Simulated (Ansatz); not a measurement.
# C2H7FOSi: one species, many methods

An exercise on one series of results from a longer session: the logs are not shown, and one member is left open.

Computed with Ansatz 0.2.0, Gaussian basis. Level: functionals in def2-TZVPP, the program's frozen cores in correlated methods.

Plan: PBE-D4, r2SCAN-D4, PBE0-D4, B3LYP-D4, ωB97X-V, ωB97M-V, B2PLYP; CCSD(T)/def2-TZVPP; MP2/def2-QZVPP; extrapolation to the limit.

## Structure used throughout

The geometry comes from an earlier relaxation with PBE0-D4 in a triple-zeta def2 set; it is a stationary point, not always the lowest conformer.

12 atoms, charge 0, spin multiplicity 1.

Atoms are counted from 1 here; the program's logs count them from 0.

Bond lengths: O1–C2 1.408 Å, O1–H6 0.962 Å, C2–C3 1.507 Å, C2–H7 1.093 Å, C2–H8 1.099 Å, C3–F4 1.406 Å, C3–Si5 1.908 Å, C3–H9 1.097 Å, Si5–H10 1.482 Å, Si5–H11 1.486 Å, Si5–H12 1.486 Å. Angles: C2–O1–H6 107.9°, O1–C2–C3 112.8°, O1–C2–H7 106.7°, O1–C2–H8 111.3°, C3–C2–H7 108.9°, C3–C2–H8 109.1°, H7–C2–H8 107.8°, C2–C3–F4 108.3°, C2–C3–Si5 114.1°, C2–C3–H9 109.1°, F4–C3–Si5 107.8°, F4–C3–H9 106.9°, Si5–C3–H9 110.4°, C3–Si5–H10 110.6°, C3–Si5–H11 108.4°, C3–Si5–H12 108.5°, H10–Si5–H11 109.3°, H10–Si5–H12 110.7° and more.

The first run:

in.yaml

```yaml
crystal:
  periodic: [false, false, false]
  atoms:
    - {symbol: O, position_ang: [-1.377731, -1.223629, -0.295173]}
    - {symbol: C, position_ang: [-0.607252, -0.836451, 0.817931]}
    - {symbol: C, position_ang: [0.117904, 0.466326, 0.601586]}
    - {symbol: F, position_ang: [-0.831347, 1.504059, 0.598263]}
    - {symbol: Si, position_ang: [1.083867, 0.556321, -1.041238]}
    - {symbol: H, position_ang: [-2.039795, -0.542826, -0.447360]}
    - {symbol: H, position_ang: [0.128609, -1.628268, 0.982395]}
    - {symbol: H, position_ang: [-1.225683, -0.758652, 1.723348]}
    - {symbol: H, position_ang: [0.787898, 0.650489, 1.450716]}
    - {symbol: H, position_ang: [0.153238, 0.653977, -2.189842]}
    - {symbol: H, position_ang: [1.953197, 1.760796, -1.009723]}
    - {symbol: H, position_ang: [1.933896, -0.657341, -1.156902]}
basis:
  gaussian: {orbitals: def2-TZVPP}
hamiltonian: {xc: pbe, dispersion: d4}
output: {forces: true, orbitals: {seedname: orbitals}}
```

Run with:

```console
> ansatz run in.yaml --threads 4 --pin off --events-out ev --progress --plain --max-ram 10444MiB
```

Steps of the session up to this table: PBE-D4 (GGA); r2SCAN-D4 (meta-GGA); PBE0-D4 (hybrid); B3LYP-D4 (hybrid); ωB97X-V (range-separated); ωB97M-V (range-separated); B2PLYP (double hybrid); CCSD(T) in def2-TZVPP; MP2 in def2-QZVPP.

One table of the session follows, with a row left open; its other results are not shown here.

```
            method  atomisation energy (kJ/mol)
            PBE-D4                       4351.4
         r2SCAN-D4                            ?
           PBE0-D4                       4271.3
          B3LYP-D4                       4275.2
           ωB97X-V                       4299.8
           ωB97M-V                       4294.6
            B2PLYP                       4229.7
     HF/def2-TZVPP                       3099.3
    MP2/def2-TZVPP                       4233.0
   CCSD/def2-TZVPP                       4117.9
CCSD(T)/def2-TZVPP                       4176.2
           MP2/CBS                       4344.2
       CCSD(T)/CBS                       4287.4
```

Q: Estimate the row for r2SCAN-D4 from the others.

As computed: atomisation energy (kJ/mol): 4285.8. In the column «atomisation energy (kJ/mol)» it lies between B3LYP-D4 (4275.2) and CCSD(T)/CBS (4287.4).
